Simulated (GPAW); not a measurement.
Set up this calculation in GPAW 26.7.0, as an ASE script.

| Item | Value |
| --- | --- |
| Task | relaxation of cell and atoms |
| Functional | PBEsol |
| Dispersion | D3(BJ) |
| Potentials or basis | PAW data sets generated in the run's folder for this functional |
| Cutoff | 600 eV |
| Basis | pw |
| k mesh | 7 × 7 × 7 |
| Occupations | fermi-dirac, width 0.05 eV |
| Spin | no spin polarisation |
| Maxiter | 150 |
| Optimizer | BFGS |
| Fmax | 0.02 eV/Å |
| Max steps | 60 |
| Convergence | density=1e-05 forces=0.0001 |

The system is Ir3Rh.

```
Ir Rh
1.0
     3.84034    0.00000    0.00000
     0.00000    3.84034    0.00000
     0.00000    0.00000    3.84034
Ir Rh
3 1
Direct
  0.50000 0.50000 0.00000
  0.00000 0.50000 0.50000
  0.50000 0.00000 0.50000
  0.00000 0.00000 0.00000
```

The cell comes from a database or a generator and needn't be the stable form of this composition.

One way to write it, as run:

run.py

```python
from ase import Atoms
from ase.calculators.mixing import SumCalculator
from ase.filters import FrechetCellFilter
from ase.io import write
from ase.optimize import BFGS
from dftd3.ase import DFTD3
from gpaw import GPAW, PW, setup_paths

setup_paths.insert(0, '.')

atoms = Atoms(['Ir', 'Ir', 'Ir', 'Rh'],
              cell=[[3.84033585, 0.0, 0.0],
                    [0.0, 3.84033585, 0.0],
                    [0.0, 0.0, 3.84033585]],
              scaled_positions=[[0.5, 0.5, 0.0],
                                [0.0, 0.5, 0.5],
                                [0.5, 0.0, 0.5],
                                [0.0, 0.0, 0.0]],
              pbc=True)

calc = GPAW(mode=PW(600),
            xc='PBEsol',
            kpts={'size': (7, 7, 7), 'gamma': True},
            occupations={'name': 'fermi-dirac', 'width': 0.05},
            nbands=52,
            convergence={'density': 1e-05, 'forces': 0.0001},
            maxiter=150,
            txt='gpaw.txt')
atoms.calc = SumCalculator([calc, DFTD3(method='pbesol', damping='d3bj')])
opt = BFGS(FrechetCellFilter(atoms), trajectory='relax.traj', logfile='-')
done = opt.run(fmax=0.02, steps=60)
calc.write('gs.gpw')
write('result.traj', atoms)
print('Converged:', done)
print('Cell:', atoms.cell.cellpar().round(4))
print('Volume:', round(atoms.get_volume(), 4))
print(atoms.get_scaled_positions().round(5))
```

Potentials or basis: PAW data sets generated in the run's folder for this functional, pw.

Command:

```sh
$ gpaw-setup -f PBEsol Ir Rh
$ OMP_NUM_THREADS=1 python run.py
```

It gave:

* Relaxed volume: 13.60 Å³/atom
* Relaxed cell: a = 3.789 Å, b = 3.789 Å, c = 3.789 Å, α = 90.00°, β = 90.00°, γ = 90.00°
* Space group after relaxing (to 0.05 Å): Pm-3m (No. 221)
* Energy gained by relaxing: 25.5 meV/atom
* Ionic steps: 4
* Pressure after relaxing: 0.0 GPa
* Band gap on the k mesh: none (metal or under the smearing width)
* Dispersion energy per atom: -0.710 eV

Caveat: later steps reuse the first step's grids; pairwise dispersion overbinds metals, which lowers pressure and volume.

Run time: 2.4 min on 1 thread of Arm Neoverse V2, on a shared host, peak memory 0.28 GiB.
